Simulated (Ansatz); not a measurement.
Write a Python script for Ansatz 0.2.0 through its Python package that makes a test of the smearing width of CdIn3, space group Fm-3m. Use (first run): LDA, PAW, cutoff 550 eV, 5×5×5 k-points, Gaussian smearing of 0.3 eV. The script varies width (eV): 0.3, 0.2, 0.1, 0.05.

```yaml
crystal:
  lattice:
    - [0.00000, 3.72554, 3.72554]
    - [3.72554, 0.00000, 3.72554]
    - [3.72554, 3.72554, 0.00000]
  atoms:
    - { symbol: Cd, position: [0.00000, 0.00000, 0.00000] }
    - { symbol: In, position: [0.25000, 0.25000, 0.25000] }
    - { symbol: In, position: [0.75000, 0.75000, 0.75000] }
    - { symbol: In, position: [0.50000, 0.50000, 0.50000] }
```

`cdin3_smear.py`:
```python
# -*- coding: utf-8 -*-
'''How the energy of CdIn3 depends on the smearing.'''

import warnings

import ansatz as az

warnings.simplefilter('ignore', az.DeckWarning)

crystal = (
    az.Lattice.from_parameters(5.268712, 5.268712, 5.268712, alpha=60.0, beta=60.0, gamma=60.0)
    .atom('Cd', [0.0, 0.0, 0.0])
    .atom('In', [0.25, 0.25, 0.25])
    .atom('In', [0.75, 0.75, 0.75])
    .atom('In', [0.5, 0.5, 0.5])
)

job = crystal.calculation().functional('lda').basis(550).kpoints(5, 5, 5).forces().stress()

rows = []
for value in [0.3, 0.2, 0.1, 0.05]:
    summary = job.occupations('gaussian', width=value).run(threads=1).report
    rows.append((value, summary['free_energy_ev'] / len(summary['lattice']['sites']), summary['n_iterations'], sum(summary['stress_gpa'][i][i] for i in range(3)) / 3, max(abs(f) for row in summary['forces_ev_ang'] for f in row), summary['n_kpoints']))

print('  width (eV)   F/atom (eV)    iterations       P (GPa)  max component (eV/A)      k-points')
for row in rows:
    print(f'{str(row[0]):>12s}  {row[1]:12.5f}  {row[2]:12d}  {row[3]:12.3f}  {row[4]:20.4f}  {row[5]:12d}')

# the last row is the reference
for row in rows[:-1]:
    shift = 1000 * (row[1] - rows[-1][1])
    print(f'{row[0]}: {shift:+.2f} meV/atom' + ('  (within 1 meV)' if abs(shift) < 1 else ''))
```

Output of `python cdin3_smear.py`:
```text
  width (eV)   F/atom (eV)    iterations       P (GPa)  max component (eV/A)      k-points
         0.3   -6122.23361             7        -3.194                0.0000            10
         0.2   -6122.22361             7        -3.190                0.0000            10
         0.1   -6122.21574             6        -3.141                0.0000            10
        0.05   -6122.21231             7        -3.109                0.0000            10
0.3: -21.29 meV/atom
0.2: -11.30 meV/atom
0.1: -3.42 meV/atom
```

Going from 0.05 to 0.3 eV changes F by -21.3 meV an atom. The report's estimate for zero width moves by -5.7 meV, so the entropy term explains only part of the change. The pressure moves from -3.11 to -3.19 GPa.

What to keep in mind:
- For a metal this k-point mesh is coarse: on a finer one energies can move by several to tens of meV an atom and pressures by half a GPa or more, differences at one mesh by less.
- The free energy holds a sizeable smearing term, which stands for no physical temperature.
- Forces vanish by symmetry here and test nothing.
- The narrowest width needs the finest mesh, so the last row is no converged reference.
- Pressure is positive in compression.
- This cell is a computed structure, which may not be the phase found in nature.
- Hardware and time: 11 s on 1 thread of Arm Neoverse V2, on a shared host, peak memory 0.44 GiB.

(A comment or docstring line of the script was reworded after the run, the code is as it ran; lines on the test bed's own set-up are left out of the output.)
